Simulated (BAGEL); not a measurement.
**GeH3O3 (SMILES [OH][Ge]([OH])[OH]) at UHF/def2-SVP (density fitting with qzvpp-jkfit)**

What is the energy change on altering one bond length of GeH3O3 at UHF/def2-SVP (density fitting with qzvpp-jkfit)? 

The calculation is run with BAGEL 1.2.2.

1 further run of the same task is left out (set aside as unsound or not needed). Runs told in other sessions of the task aren't counted.

**1. The system as given**

The species is GeH3O3 (7 atoms), meant as a doublet with charge 0. As SMILES, `[OH][Ge]([OH])[OH]`. The shape is that of a PBE0-D4/def2-TZVP optimisation. This is one conformer, not always the lowest.

Bond lengths: O1–Ge2 1.778 Å, Ge2–O3 1.778 Å, Ge2–O4 1.778 Å, O1–H5 0.962 Å, O3–H6 0.962 Å, O4–H7 0.962 Å. Angles: O1–Ge2–O3 106.7°, O1–Ge2–O4 106.7°, O3–Ge2–O4 106.7°, Ge2–O1–H5 112.6°, Ge2–O3–H6 112.6°, Ge2–O4–H7 112.6°.

**2. A single-point energy at UHF/def2-SVP (density fitting with qzvpp-jkfit)**

Contents of calc.json:

```json
{ "bagel": [

{
  "title": "molecule",
  "basis": "svp",
  "df_basis": "qzvpp-jkfit",
  "angstrom": true,
  "geometry": [
    { "atom": "O", "xyz": [   -1.386500,    0.798200,   -0.370800 ] },
    { "atom": "Ge", "xyz": [    0.328700,    0.369000,   -0.186000 ] },
    { "atom": "O", "xyz": [    0.588300,    0.035800,    1.540700 ] },
    { "atom": "O", "xyz": [    0.565000,   -1.170000,   -1.043900 ] },
    { "atom": "H", "xyz": [   -1.665900,    1.479800,    0.247600 ] },
    { "atom": "H", "xyz": [    1.412900,   -0.430200,    1.707700 ] },
    { "atom": "H", "xyz": [    0.218600,   -1.150500,   -1.940900 ] }
  ]
},
{ "title": "uhf", "charge": 0, "nopen": 1 },
{ "title": "print", "file": "orbitals.molden", "orbitals": true }

]}
```

The run is started by

```bash
$ BAGEL_NUM_THREADS=1 BAGEL calc.json > calc.out
```

The log of the run:

```text
* using 1 threads per process

  ===============================================================
  ===============================================================

  *** Geometry ***

  { "atom" : "O", "xyz" : [     -2.620105,      1.508379,     -0.700710 ] },
  { "atom" : "Ge", "xyz" : [      0.621153,      0.697309,     -0.351489 ] },
  { "atom" : "O", "xyz" : [      1.111726,      0.067652,      2.911501 ] },
  { "atom" : "O", "xyz" : [      1.067695,     -2.210980,     -1.972685 ] },
  { "atom" : "H", "xyz" : [     -3.148095,      2.796417,      0.467896 ] },
  { "atom" : "H", "xyz" : [      2.669994,     -0.812960,      3.227085 ] },
  { "atom" : "H", "xyz" : [      0.413094,     -2.174130,     -3.667769 ] },

  Number of auxiliary basis functions:      551

  Since a DF basis is specified, we compute 2- and 3-index integrals:
    o Being stored without compression. Storage requirement is 0.035 GB

  Number of basis functions:       89
  Number of electrons      :       59

    * METHOD: MOLECULE                             0.34

  *** Open-shell HF ***

  === Nuclear Repulsion ===
   307.4178149439

      * DIIS with orbital gradients will be used.

  === UHF iteration (svp) ===
      0      -2300.89582733          0.05086975           0.29
      1      -2301.11680523          0.03659672           0.27
      2      -2301.21549663          0.02474264           0.27
      3      -2301.29499356          0.00108980           0.27
      4      -2301.29574018          0.00051148           0.26
      5      -2301.29591034          0.00013296           0.27
      6      -2301.29593227          0.00004231           0.27
      7      -2301.29593605          0.00001353           0.27
      8      -2301.29593702          0.00000628           0.27
      9      -2301.29593730          0.00000345           0.27
     10      -2301.29593738          0.00000139           0.27
     11      -2301.29593739          0.00000044           0.26
     12      -2301.29593739          0.00000015           0.26
     13      -2301.29593739          0.00000007           0.27
     14      -2301.29593739          0.00000004           0.26
     15      -2301.29593739          0.00000002           0.27
     16      -2301.29593739          0.00000001           0.26
     17      -2301.29593739          0.00000001           0.27
    * SCF iteration converged.

    * S^2 (UHF) is 0.7588

    * Permanent dipole moment:
           (   -0.559721,    -0.662257,     0.313880) a.u.

    * METHOD: UHF                                  5.12

    * METHOD: PRINT                                0.02

  ===============================================================
```

Wall time 5.7 s (1 thread of Arm Neoverse V1, shared host); peak memory 0.14 GiB.

**3. The distorted shape, same level**

Contents of calc.json:

```json
{ "bagel" : [

{
  "title" : "molecule",
  "basis" : "svp",
  "df_basis" : "qzvpp-jkfit",
  "angstrom" : true,
  "geometry" : [
    { "atom" : "O", "xyz" : [   -1.633874,    0.937997,   -0.420899 ] },
    { "atom" : "Ge", "xyz" : [    0.081326,    0.508797,   -0.236099 ] },
    { "atom" : "O", "xyz" : [    0.340926,    0.175597,    1.490601 ] },
    { "atom" : "O", "xyz" : [    0.317626,   -1.030203,   -1.093999 ] },
    { "atom" : "H", "xyz" : [   -1.913274,    1.619597,    0.197501 ] },
    { "atom" : "H", "xyz" : [    1.412900,   -0.430200,    1.707700 ] },
    { "atom" : "H", "xyz" : [   -0.028774,   -1.010703,   -1.990999 ] }
  ]
},
{
  "title" : "uhf",
  "nopen" : 1
},
{
  "title" : "print",
  "file" : "orbitals.molden",
  "orbitals" : true
}

]}
```

The run is started by

```bash
$ BAGEL_NUM_THREADS=1 BAGEL calc.json > calc.out
```

The log of the run:

```text
* using 1 threads per process

  ===============================================================
  ===============================================================

  *** Geometry ***

  { "atom" : "O", "xyz" : [     -3.087574,      1.772557,     -0.795384 ] },
  { "atom" : "Ge", "xyz" : [      0.153684,      0.961487,     -0.446162 ] },
  { "atom" : "O", "xyz" : [      0.644257,      0.331830,      2.816828 ] },
  { "atom" : "O", "xyz" : [      0.600226,     -1.946802,     -2.067358 ] },
  { "atom" : "H", "xyz" : [     -3.615564,      3.060595,      0.373223 ] },
  { "atom" : "H", "xyz" : [      2.669994,     -0.812960,      3.227085 ] },
  { "atom" : "H", "xyz" : [     -0.054375,     -1.909952,     -3.762443 ] },

  Number of auxiliary basis functions:      551

  Since a DF basis is specified, we compute 2- and 3-index integrals:
    o Being stored without compression. Storage requirement is 0.035 GB

  Number of basis functions:       89
  Number of electrons      :       59

    * METHOD: MOLECULE                             0.34

  *** Open-shell HF ***

  === Nuclear Repulsion ===
   305.6586066873

      * DIIS with orbital gradients will be used.

  === UHF iteration (svp) ===
      0      -2300.82312499          0.05142707           0.27
      1      -2301.03545860          0.03841675           0.26
      2      -2301.13802810          0.02750334           0.26
      3      -2301.23930562          0.00144477           0.26
      4      -2301.24026369          0.00083404           0.26
      5      -2301.24057853          0.00021266           0.26
      6      -2301.24062640          0.00009086           0.26
      7      -2301.24063717          0.00003783           0.26
      8      -2301.24064388          0.00001258           0.26
      9      -2301.24064639          0.00000607           0.26
     10      -2301.24064798          0.00000226           0.26
     11      -2301.24064871          0.00000137           0.26
     12      -2301.24064906          0.00000094           0.26
     13      -2301.24064933          0.00000087           0.26
     14      -2301.24064956          0.00000080           0.27
     15      -2301.24064987          0.00000066           0.26
     16      -2301.24065020          0.00000036           0.26
     17      -2301.24065027          0.00000016           0.26
     18      -2301.24065028          0.00000010           0.27
     19      -2301.24065028          0.00000006           0.27
     20      -2301.24065028          0.00000003           0.27
     21      -2301.24065028          0.00000002           0.26
     22      -2301.24065028          0.00000002           0.27
     23      -2301.24065028          0.00000001           0.26
     24      -2301.24065028          0.00000001           0.27
     25      -2301.24065028          0.00000001           0.26
     26      -2301.24065028          0.00000001           0.26
    * SCF iteration converged.

    * S^2 (UHF) is 0.7604

    * Permanent dipole moment:
           (   -0.675418,    -0.594330,     0.262835) a.u.

    * METHOD: UHF                                  7.42

    * METHOD: PRINT                                0.02

  ===============================================================
```

It took 8.1 s on 1 thread of Arm Neoverse V1, shared host; peak memory 0.15 GiB.

**4. Summary of results**

At UHF/def2-SVP (density fitting with qzvpp-jkfit):

```
                                                         quantity           value
                                        first shape: total energy  -2301.29594 Eh
                                       first shape: dipole moment          2.34 D
                                                first shape: ⟨S²⟩           0.759
                                    distorted shape: total energy  -2301.24065 Eh
                                   distorted shape: dipole moment          2.38 D
                                            distorted shape: ⟨S²⟩           0.760
energy change with the O3–H6 bond stretched from 0.962 to 1.250 Å        1.504 eV
```

**Reading.** With the O3–H6 bond stretched from 0.962 to 1.250 Å the energy rises by 1.50 eV (145 kJ/mol). The first shape isn't relaxed at this level, so the change isn't measured from a minimum.
